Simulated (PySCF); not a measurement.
# Li₂F₂: magnetic properties

Aim: compute the magnetic properties of Li₂F₂.

Computed with PySCF 2.14.0 and routines of our own; the level stands in each step. Atoms count from 0.

## 1. The system as given

4 atoms, charge 0, multiplicity 1; geometry from: GFN2-xTB.

## 2. Magnetic properties: GIAO B3LYP/def2-SVP

Job settings and geometry (Å):

```
{"job": {"kind": "mag", "xc": "B3LYP", "basis": "def2-SVP"}, "charge": 0, "multiplicity": 1}
Li     0.729080     0.639270     0.610580
F      0.170410     0.752760    -0.987960
Li    -0.729130    -0.640270    -0.610820
F     -0.170350    -0.751760     0.988200
```

Level: GIAO B3LYP/def2-SVP magnetisability, rotational g tensor and spin-rotation constants, non-relativistic, gas phase.

On the command line:

```console
OMP_NUM_THREADS=1 python excited_run.py task.json out
```

One launch serves the whole session: the jobs run in the order shown.

The log of the run:

```text
coarse grid: 4320 points
cycle   1  E = -214.5664700121  dE = -1.211e-01  |g| = 1.041e+00  |ddm| = 1.351e+00
cycle   2  E = -214.1071747253  dE =  4.593e-01  |g| = 1.954e+00  |ddm| = 3.111e+00
cycle   3  E = -214.7538641289  dE = -6.467e-01  |g| = 3.155e-02  |ddm| = 2.187e+00
cycle   4  E = -214.7541228928  dE = -2.588e-04  |g| = 7.104e-03  |ddm| = 8.703e-02
cycle   5  E = -214.7541299518  dE = -7.059e-06  |g| = 1.566e-03  |ddm| = 3.171e-03
final grid: 44904 points
cycle   6  E = -214.7831095477  dE = -4.971e-04  |g| = 9.533e-03  |ddm| = 4.110e-02
cycle   7  E = -214.7831091109  dE =  4.368e-07  |g| = 9.189e-03  |ddm| = 1.325e-02
cycle   8  E = -214.7831211049  dE = -1.199e-05  |g| = 2.846e-03  |ddm| = 1.025e-02
cycle   9  E = -214.7831223593  dE = -1.254e-06  |g| = 8.056e-05  |ddm| = 2.481e-03
cycle  10  E = -214.7831223586  dE =  7.653e-10  |g| = 1.078e-04  |ddm| = 1.305e-04
cycle  11  E = -214.7831223604  dE = -1.879e-09  |g| = 1.031e-06  |ddm| = 7.654e-05
cycle  12  E = -214.7831223604  dE = -3.411e-13  |g| = 1.361e-07  |ddm| = 2.300e-06
converged SCF energy = -214.7831223604

Magnetisability tensor (1e-30 J/T^2)
     -339.30      -14.98       -2.35
      -14.98     -359.11       22.96
       -2.35       22.96     -375.94
isotropic -358.12   principal values    -392.86   -354.45   -327.04
isotropic susceptibility -21.566 1e-6 cm^3/mol

Inertial axes            a          b          c
rot. const./GHz     27.4127     8.4651     6.4678
chi total           -23.659    -21.345    -19.695
chi diamagnetic     -48.664   -154.178   -177.902
chi paramagnetic     25.005    132.833    158.207
quadrupole/D A      -15.976     16.242     -0.266
g nuclear            0.4307     0.4772     0.4662
g electronic        -0.3220    -0.5283    -0.4807
g total              0.1087    -0.0511    -0.0145

Spin-rotation constants (kHz, H = +C I.J)
atom  isotope        aa         bb         cc
  0    7Li        0.464      0.336      0.282
  1    19F       -2.183      9.336      1.985
  2    7Li        0.464      0.335      0.282
  3    19F       -2.152      9.340      1.991
```

It took 2.8 s on 1 thread of Arm Neoverse N1, shared host; peak memory 0.22 GiB.

In short:

| quantity | value |
| --- | --- |
| magnetisability | -358·10⁻³⁰ J/T² |
| molar susceptibility | -21.6·10⁻⁶ cm³/mol |
| rotational g (a, b, c) | 0.1087, -0.0511, -0.0145 |

## 3. Magnetic properties: GIAO B97-2/def2-SVP

Job settings and geometry (Å):

```
{"job": {"kind": "mag", "xc": "B97-2", "basis": "def2-SVP"}, "charge": 0, "multiplicity": 1}
Li     0.729080     0.639270     0.610580
F      0.170410     0.752760    -0.987960
Li    -0.729130    -0.640270    -0.610820
F     -0.170350    -0.751760     0.988200
```

Level: GIAO B97-2/def2-SVP magnetisability, rotational g tensor and spin-rotation constants, non-relativistic, gas phase.

The log of the run:

```text
coarse grid: 4320 points
cycle   1  E = -214.4849857798  dE = -1.322e-01  |g| = 1.061e+00  |ddm| = 1.359e+00
cycle   2  E = -214.1182278763  dE =  3.668e-01  |g| = 1.813e+00  |ddm| = 2.808e+00
cycle   3  E = -214.6789661604  dE = -5.607e-01  |g| = 3.692e-02  |ddm| = 1.931e+00
cycle   4  E = -214.6792466288  dE = -2.805e-04  |g| = 4.574e-03  |ddm| = 6.856e-02
cycle   5  E = -214.6792494024  dE = -2.774e-06  |g| = 8.180e-04  |ddm| = 2.232e-03
final grid: 44904 points
cycle   6  E = -214.7087949814  dE = -4.658e-04  |g| = 2.085e-02  |ddm| = 3.953e-02
cycle   7  E = -214.7087345365  dE =  6.044e-05  |g| = 2.849e-02  |ddm| = 4.133e-02
cycle   8  E = -214.7088642935  dE = -1.298e-04  |g| = 1.181e-03  |ddm| = 2.469e-02
cycle   9  E = -214.7088644769  dE = -1.834e-07  |g| = 6.028e-05  |ddm| = 7.593e-04
cycle  10  E = -214.7088644770  dE = -1.451e-10  |g| = 5.510e-05  |ddm| = 7.764e-05
cycle  11  E = -214.7088644775  dE = -4.960e-10  |g| = 1.190e-06  |ddm| = 3.900e-05
converged SCF energy = -214.7088644775

Magnetisability tensor (1e-30 J/T^2)
     -340.65      -14.10       -2.94
      -14.10     -357.87       19.47
       -2.94       19.47     -372.64
isotropic -357.05   principal values    -386.82   -355.52   -328.82
isotropic susceptibility -21.502 1e-6 cm^3/mol

Inertial axes            a          b          c
rot. const./GHz     27.4127     8.4651     6.4678
chi total           -23.295    -21.410    -19.802
chi diamagnetic     -48.126   -154.105   -177.682
chi paramagnetic     24.831    132.695    157.880
quadrupole/D A      -16.420     16.589     -0.169
g nuclear            0.4307     0.4772     0.4662
g electronic        -0.3198    -0.5277    -0.4797
g total              0.1109    -0.0505    -0.0135

Spin-rotation constants (kHz, H = +C I.J)
atom  isotope        aa         bb         cc
  0    7Li        0.428      0.316      0.270
  1    19F       -2.258      8.189      1.758
  2    7Li        0.428      0.316      0.270
  3    19F       -2.229      8.193      1.764
```

It took 2.2 s on 1 thread of Arm Neoverse N1, shared host; peak memory 0.22 GiB.

Key values:

| quantity | value |
| --- | --- |
| magnetisability | -357·10⁻³⁰ J/T² |
| molar susceptibility | -21.5·10⁻⁶ cm³/mol |
| rotational g (a, b, c) | 0.1109, -0.0505, -0.0135 |

## 4. The levels compared

| level | ξ (10⁻³⁰ J/T²) | g(a) | g(b) | gap (eV) | functions | time |
| --- | --- | --- | --- | --- | --- | --- |
| GIAO B3LYP/def2-SVP | -358 | 0.1087 | -0.0511 | 7.20 | 46 | 2.8 s |
| GIAO B97-2/def2-SVP | -357 | 0.1109 | -0.0505 | 7.48 | 46 | 2.2 s |

## 5. Outcome

```
                                            quantity                     value
       magnetisability (step 2, GIAO B3LYP/def2-SVP)           -358·10⁻³⁰ J/T²
  molar susceptibility (step 2, GIAO B3LYP/def2-SVP)        -21.6·10⁻⁶ cm³/mol
rotational g (a, b, c) (step 2, GIAO B3LYP/def2-SVP)  0.1087, -0.0511, -0.0145
                     magnetisability over the levels   -358 to -357·10⁻³⁰ J/T²
```

In words: The geometry comes from tight binding, which is rough for metal atoms, and these values hang on it. The magnetisability spreads by 0.3 % over 2 levels of like cost. Two levels can agree by chance, so this spread shows no convergence. Vibrational averaging and real surroundings are missing from these values.
